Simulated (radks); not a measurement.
# V⁺ in [Ar] 3d2 4p2: an all-electron calculation

The task here is to estimate one member of a computed series from the others.

The numbers are computed with radks (a radial shooting solver on a logarithmic mesh, Libxc functionals) version 1 (scalar-relativistic Kohn-Sham, LDA (Slater exchange, Perdew-Wang correlation), spin-polarised, spherical densities, point nucleus; open shells are filled with parallel spins first), except any that are marked as measured or tabulated.

**The atom as given**

| Property | Result |
| --- | --- |
| element | vanadium (Z = 23) |
| charge | +1 |
| electrons | 22 |
| configuration | [Ar] 3d2 4p2 |

The outer shells:

V⁺
```
[Ar] core
3d [↑ ][↑ ][  ][  ][  ]
4p [↑ ][↑ ][  ]
```

The first run:

The run's settings:

```text
Z 23
configuration [Ar] 3d2 4p2
relativity scalar-relativistic
functional lda,pw
spin polarised
nucleus point
c 137.035999084
```

Run with:

```bash
python run_ks.py task.json out
```

All runs below come from this command, one after another.

Steps of the session up to this table: Self-consistent calculation.

One of the session's tables, all rows but one given; the rest of the session is left out.

It belongs to the step «Radial structure». Radial moments (bohr):

| level | <r> | outermost maximum (interpolated) | 90 % within | nodes |
| --- | --- | --- | --- | --- |
| 1s up | 0.06657 | 0.0436 | 0.119 | 0 |
| 1s down | 0.06657 | 0.0436 | 0.119 | 0 |
| 2s up | 0.3092 | 0.256 | 0.480 | 1 |
| 2s down | 0.3090 | 0.256 | 0.480 | 1 |
| 2p up | 0.2747 | 0.208 | 0.452 | 0 |
| 2p down | 0.2744 | 0.208 | 0.451 | 0 |
| 3s up | 0.9404 | 0.816 | 1.41 | 2 |
| 3s down | 0.9414 | 0.817 | 1.41 | 2 |
| 3p up | 0.9987 | 0.838 | 1.53 | 1 |
| 3p down | 0.9998 | 0.839 | 1.54 | 1 |
| 3d up | 1.228 | 0.853 | 2.08 | 0 |
| 3d down | 1.228 | 0.856 | 2.07 | 0 |
| 4p up | ? | ? | ? | ? |
| 4p down | 3.508 | 2.95 | 5.28 | 2 |

Estimate the missing values for 4p up.

As computed: <r>: 3.293; outermost maximum (interpolated): 2.86; 90 % within: 4.87; nodes: 2. In the column «<r>» it lies between 3d down (1.228) and 4p down (3.508).
